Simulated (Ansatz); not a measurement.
**CAlFO₂: one species, many methods**

The task here is to estimate one member of a computed series from the others.

The runs use Ansatz 0.2.0, Gaussian basis; functionals in def2-TZVPP, the program's frozen cores in correlated methods.

The runs, in order: LDA (SPW92), PBE-D4, revPBE-D4, BLYP-D4, r2SCAN-D4, B97M-V, PBE0-D4, B3LYP-D4, r2SCANh-D4, r2SCAN0-D4, HSE06-D4, BHLYP-D4, CAM-B3LYP-D4, LC-ωPBE, ωB97X-V, ωB97M-V, B2PLYP, PBE-QIDH; CCSD(T)/def2-SVP; CCSD(T)/def2-TZVPP; MP2/def2-QZVPP; extrapolation to the limit; RPA on PBE.

## Structure used throughout

The geometry comes from an earlier relaxation with PBE0-D4 in a triple-zeta def2 set; it is a stationary point.

SMILES `O=[C]1[O][Al]1[F]`, 5 atoms, charge 0, spin multiplicity 1.

Atoms are counted from 1 here; the program's logs count them from 0.

Bond lengths: O1–C2 1.173 Å, C2–O3 1.371 Å, C2–Al4 1.909 Å, O3–Al4 1.746 Å, Al4–F5 1.632 Å. Angles: O1–C2–O3 130.3°, O1–C2–Al4 167.9°, O3–C2–Al4 61.8°, C2–O3–Al4 74.5°, C2–Al4–O3 43.8°, C2–Al4–F5 179.2°, O3–Al4–F5 135.4°.

Set-up of the first run:

The input, in.yaml:

```yaml
crystal:
  periodic: [false, false, false]
  atoms:
    - {symbol: O, position_ang: [1.293542, -1.110146, 1.376732]}
    - {symbol: C, position_ang: [0.600873, -0.527848, 0.629708]}
    - {symbol: O, position_ang: [-0.304642, -0.995134, -0.287017]}
    - {symbol: Al, position_ang: [-0.355708, 0.744697, -0.424662]}
    - {symbol: F, position_ang: [-1.184164, 1.814830, -1.336161]}
basis:
  gaussian: {orbitals: def2-TZVPP}
hamiltonian: {xc: lda}
output: {orbitals: {seedname: orbitals}}
```

Command:

```bash
$ ansatz run in.yaml --threads 2 --pin off --events-out ev --progress --plain --max-ram 4352MiB
```

Among the steps run: LDA; PBE-D4 (GGA); revPBE-D4 (GGA); BLYP-D4 (GGA); r2SCAN-D4 (meta-GGA); B97M-V (meta-GGA); B3LYP-D4 (hybrid); r2SCANh-D4 (hybrid); r2SCAN0-D4 (hybrid); HSE06-D4 (hybrid); BHLYP-D4 (hybrid); CAM-B3LYP-D4 (range-separated); LC-ωPBE (range-separated); ωB97X-V (range-separated); ωB97M-V (range-separated); B2PLYP (double hybrid); PBE-QIDH (double hybrid).

One table of the session follows, with a row left open; its other results are not shown here.

It belongs to the step «Orbital energies across the functionals». 

```
  functional  HOMO (eV)  LUMO (eV)  gap (eV)
 LDA (SPW92)      -6.41      -3.35      3.06
      PBE-D4      -6.18      -3.10      3.08
   revPBE-D4      -6.09      -2.97      3.11
     BLYP-D4      -6.10      -3.06      3.04
   r2SCAN-D4      -6.34      -2.84      3.50
      B97M-V      -6.38      -2.95      3.43
     PBE0-D4      -7.34      -2.34      5.00
    B3LYP-D4      -7.19      -2.63      4.56
  r2SCANh-D4      -6.78      -2.57      4.21
  r2SCAN0-D4      -7.46      -2.18      5.28
    HSE06-D4      -6.94      -2.71      4.23
    BHLYP-D4      -8.49      -1.63      6.85
CAM-B3LYP-D4      -8.68      -1.45      7.23
     LC-ωPBE      -9.81      -0.22      9.60
     ωB97X-V      -9.53      -0.33      9.20
     ωB97M-V          ?          ?         ?
```

Estimate the missing values for ωB97M-V.

The run gave: HOMO (eV): -9.46; LUMO (eV): -0.56; gap (eV): 8.90. In the column «HOMO (eV)» it lies between ωB97X-V (-9.53) and CAM-B3LYP-D4 (-8.68).
